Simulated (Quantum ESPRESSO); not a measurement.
TiH4:

```
CELL_PARAMETERS angstrom
1.70981 -2.78907 0.00000
1.70981 2.78907 0.00000
0.00000 0.00000 3.34515
ATOMIC_POSITIONS crystal
Ti 0.50000 0.50000 0.50000
H 0.83935 0.16065 0.50000
H 0.27607 0.27607 0.00000
H 0.72393 0.72393 0.00000
H 0.16065 0.83935 0.50000
```

The cell was built by a generator and needn't be a form met in nature.

Base run:

| Quantity | Value |
| --- | --- |
| Program | Quantum ESPRESSO 7.5 |
| Functional | PBE |
| Potentials or basis | SSSP 1.3 efficiency PBE |
| Cutoff | 816 eV |
| Density cutoff | 6531 eV |
| k mesh | 9 × 9 × 8 |
| Occupations | fermi-dirac, width 0.05 eV |
| Spin | no spin polarisation |
| Hubbard terms | Ti d U = 6 eV |

Its results: band gap on the k mesh none (metal or under the smearing width); pressure 10.9 GPa; largest force 0.095 eV/Å.

Problem. The run is repeated on the same cell with these changes: hubbard terms from Ti d U = 6 eV to none. What comes out?

Solution. Band gap on the k mesh none (metal or under the smearing width); pressure -0.1 GPa; largest force 0.021 eV/Å.

Caveats: U without spin polarisation on a metal has little footing (some runs); the U is typed as a test and isn't derived for this compound (some runs).
